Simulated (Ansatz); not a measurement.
**Alloy of GaN and AlN (12 of 48 Ga sites exchanged), 96 atoms**

How does this alloy cell relax, and what gap do PBEsol and r²SCAN give?

Method: density functional theory in Ansatz 0.2.0, PAW datasets, plane waves.

## Step 1: The system as built

96 atoms (12 Al, 36 Ga, 48 N); a = 9.497 Å, b = 10.966 Å, c = 10.270 Å, α = 90.00°, β = 90.00°, γ = 90.00°. All atoms were shaken off their sites by about 0.02 Å along each axis; atoms next to an added one may be pushed further to make room.

Plan of the steps: (2) PBEsol cell relaxation at the single k point (¼, ¼, ¼), on 1 × NVIDIA H100 80GB HBM3 with 4 threads of AMD EPYC 7R13; (3) r²SCAN single point at the single k point (¼, ¼, ¼), on 1 × NVIDIA H100 80GB HBM3 with 4 threads of AMD EPYC 7R13.

## Step 2: Relaxing cell and atoms with PBEsol

in.yaml reads:

```yaml
crystal:
  lattice:
    - [9.496540, 0.000000, 0.000000]
    - [0.000000, 10.965660, 0.000000]
    - [0.000000, 0.000000, 10.270191]
  atoms:
    - { symbol: Al, position: [0.165291, 0.085775, 0.248081] }
    - { symbol: Al, position: [0.002027, 0.334893, 0.248744] }
    - { symbol: Al, position: [0.332217, 0.331992, 0.748101] }
    - { symbol: Al, position: [0.166847, 0.584553, 0.249927] }
    - { symbol: Al, position: [0.667958, 0.336046, 0.749076] }
    - { symbol: Al, position: [0.834942, 0.584143, 0.751240] }
    - { symbol: Al, position: [0.335664, 0.170303, 0.999036] }
    - { symbol: Al, position: [0.166426, 0.418070, 0.001104] }
    - { symbol: Al, position: [0.663677, 0.167028, 0.001329] }
    - { symbol: Al, position: [0.333035, 0.663616, 0.001176] }
    - { symbol: Al, position: [0.668108, 0.664786, 0.500326] }
    - { symbol: Al, position: [0.500872, 0.914566, 0.998686] }
    - { symbol: Ga, position: [0.165132, 0.084365, 0.753371] }
    - { symbol: Ga, position: [0.000905, 0.332273, 0.749990] }
    - { symbol: Ga, position: [0.499109, 0.083420, 0.248315] }
    - { symbol: Ga, position: [0.498715, 0.082655, 0.749084] }
    - { symbol: Ga, position: [0.330638, 0.327715, 0.248118] }
    - { symbol: Ga, position: [0.168464, 0.581601, 0.751366] }
    - { symbol: Ga, position: [0.997795, 0.834863, 0.247231] }
    - { symbol: Ga, position: [0.996925, 0.835875, 0.749606] }
    - { symbol: Ga, position: [0.833332, 0.086076, 0.247050] }
    - { symbol: Ga, position: [0.834093, 0.084617, 0.746146] }
    - { symbol: Ga, position: [0.668783, 0.333958, 0.250185] }
    - { symbol: Ga, position: [0.500354, 0.583411, 0.246139] }
    - { symbol: Ga, position: [0.499784, 0.578778, 0.753420] }
    - { symbol: Ga, position: [0.330819, 0.830434, 0.248378] }
    - { symbol: Ga, position: [0.333570, 0.831526, 0.748802] }
    - { symbol: Ga, position: [0.832884, 0.582684, 0.249778] }
    - { symbol: Ga, position: [0.665613, 0.830165, 0.251574] }
    - { symbol: Ga, position: [0.667914, 0.834453, 0.748068] }
    - { symbol: Ga, position: [0.999262, 0.167544, 0.501551] }
    - { symbol: Ga, position: [0.998999, 0.163680, 0.999761] }
    - { symbol: Ga, position: [0.334235, 0.165290, 0.500380] }
    - { symbol: Ga, position: [0.168551, 0.417282, 0.499648] }
    - { symbol: Ga, position: [0.998998, 0.667758, 0.502752] }
    - { symbol: Ga, position: [0.000661, 0.667950, 0.000781] }
    - { symbol: Ga, position: [0.667949, 0.167892, 0.499800] }
    - { symbol: Ga, position: [0.500251, 0.415258, 0.501800] }
    - { symbol: Ga, position: [0.499545, 0.418385, 0.001723] }
    - { symbol: Ga, position: [0.329700, 0.663303, 0.501773] }
    - { symbol: Ga, position: [0.164264, 0.913527, 0.500378] }
    - { symbol: Ga, position: [0.166737, 0.918744, 0.999085] }
    - { symbol: Ga, position: [0.829374, 0.418598, 0.502513] }
    - { symbol: Ga, position: [0.834186, 0.412340, 0.001127] }
    - { symbol: Ga, position: [0.666771, 0.666406, 0.998053] }
    - { symbol: Ga, position: [0.500257, 0.919421, 0.495643] }
    - { symbol: Ga, position: [0.833203, 0.917433, 0.499882] }
    - { symbol: Ga, position: [0.835075, 0.918924, 0.000460] }
    - { symbol: N, position: [0.002736, 0.167702, 0.187978] }
    - { symbol: N, position: [0.998258, 0.168705, 0.687354] }
    - { symbol: N, position: [0.333987, 0.168341, 0.189101] }
    - { symbol: N, position: [0.332332, 0.167387, 0.689790] }
    - { symbol: N, position: [0.167308, 0.418179, 0.189491] }
    - { symbol: N, position: [0.169628, 0.415557, 0.686914] }
    - { symbol: N, position: [0.003127, 0.667164, 0.191164] }
    - { symbol: N, position: [0.001567, 0.667645, 0.686091] }
    - { symbol: N, position: [0.668815, 0.168950, 0.188091] }
    - { symbol: N, position: [0.668314, 0.164590, 0.686772] }
    - { symbol: N, position: [0.500122, 0.415381, 0.189682] }
    - { symbol: N, position: [0.502388, 0.415826, 0.689012] }
    - { symbol: N, position: [0.335219, 0.661698, 0.189067] }
    - { symbol: N, position: [0.335052, 0.668753, 0.685400] }
    - { symbol: N, position: [0.169179, 0.914644, 0.189344] }
    - { symbol: N, position: [0.167119, 0.914556, 0.687606] }
    - { symbol: N, position: [0.837178, 0.417674, 0.188017] }
    - { symbol: N, position: [0.834537, 0.415085, 0.688643] }
    - { symbol: N, position: [0.668540, 0.664339, 0.191841] }
    - { symbol: N, position: [0.670036, 0.666469, 0.687594] }
    - { symbol: N, position: [0.499826, 0.917005, 0.185667] }
    - { symbol: N, position: [0.499320, 0.914463, 0.688017] }
    - { symbol: N, position: [0.834148, 0.915856, 0.186198] }
    - { symbol: N, position: [0.831836, 0.914759, 0.686404] }
    - { symbol: N, position: [0.164736, 0.085071, 0.438955] }
    - { symbol: N, position: [0.167294, 0.082612, 0.938340] }
    - { symbol: N, position: [0.001319, 0.334630, 0.437506] }
    - { symbol: N, position: [0.997130, 0.333059, 0.942354] }
    - { symbol: N, position: [0.502154, 0.082705, 0.442258] }
    - { symbol: N, position: [0.499139, 0.083761, 0.935210] }
    - { symbol: N, position: [0.330501, 0.335618, 0.436644] }
    - { symbol: N, position: [0.332200, 0.337503, 0.942305] }
    - { symbol: N, position: [0.166035, 0.584846, 0.433283] }
    - { symbol: N, position: [0.166376, 0.581268, 0.939262] }
    - { symbol: N, position: [0.998052, 0.834931, 0.437809] }
    - { symbol: N, position: [0.002556, 0.832374, 0.941761] }
    - { symbol: N, position: [0.837526, 0.083334, 0.441789] }
    - { symbol: N, position: [0.834241, 0.083590, 0.939442] }
    - { symbol: N, position: [0.664982, 0.331020, 0.438218] }
    - { symbol: N, position: [0.667044, 0.335240, 0.935164] }
    - { symbol: N, position: [0.501076, 0.583717, 0.437807] }
    - { symbol: N, position: [0.498679, 0.580225, 0.939241] }
    - { symbol: N, position: [0.335885, 0.835761, 0.439029] }
    - { symbol: N, position: [0.330016, 0.830908, 0.940278] }
    - { symbol: N, position: [0.832263, 0.584513, 0.440005] }
    - { symbol: N, position: [0.834403, 0.580894, 0.938898] }
    - { symbol: N, position: [0.668193, 0.833581, 0.438022] }
    - { symbol: N, position: [0.666340, 0.834271, 0.940814] }
  symmetry: { detect: false }
kpoints:
  mp_grid: { grid: [1, 1, 1], shift: [0.25, 0.25, 0.25] }
hamiltonian:
  xc: pbesol
scf:
  occupations: { method: fermi_dirac, width: 0.01 }
relax:
  f_tol: 0.03
  max_steps: 80
  escape_saddle: false
  adjacent_minimum: "off"
  cell: { fix: [alpha, beta, gamma] }
output:
  forces: true
  eigenvalues: true
  populations: true
```

The run is started by

```
ansatz run in.yaml --threads 4 --pin off --max-ram 61750MiB --runs-dir r --events-out ev --progress --plain --backend cuda --devices 0, --max-vram 37GiB
```

Further steps of the session: r²SCAN single point.

**Question.** What will these runs give? Wanted: for each run, top filled to lowest empty.

**Answer**, as computed:

```
             level        time  top filled to lowest empty (eV)
PBEsol, relaxation  30 s (GPU)                             3.41
            r²SCAN  15 s (GPU)                             3.93
```

```
     quantity                                                                        value
   relaxation                                             5 recorded steps, 1.73 eV gained
largest shift                                                                 0.10 Å (N80)
 relaxed cell  a = 9.490 Å, b = 10.961 Å, c = 10.284 Å, α = 90.00°, β = 90.00°, γ = 90.00°
   mean bonds                                                     Al–N 1.900, Ga–N 1.946 Å
```

The relaxation lowers the energy by 1.73 eV; the largest shift is 0.10 Å (N80), while the volume changes by +0.0 %. Part of this undoes the random shake of the start. The mean lengths of the listed bonds run from Al–N 1.90 Å to Ga–N 1.95 Å. With one k point the spacing samples only the states that fold onto it, so it can exceed the gap over the zone.
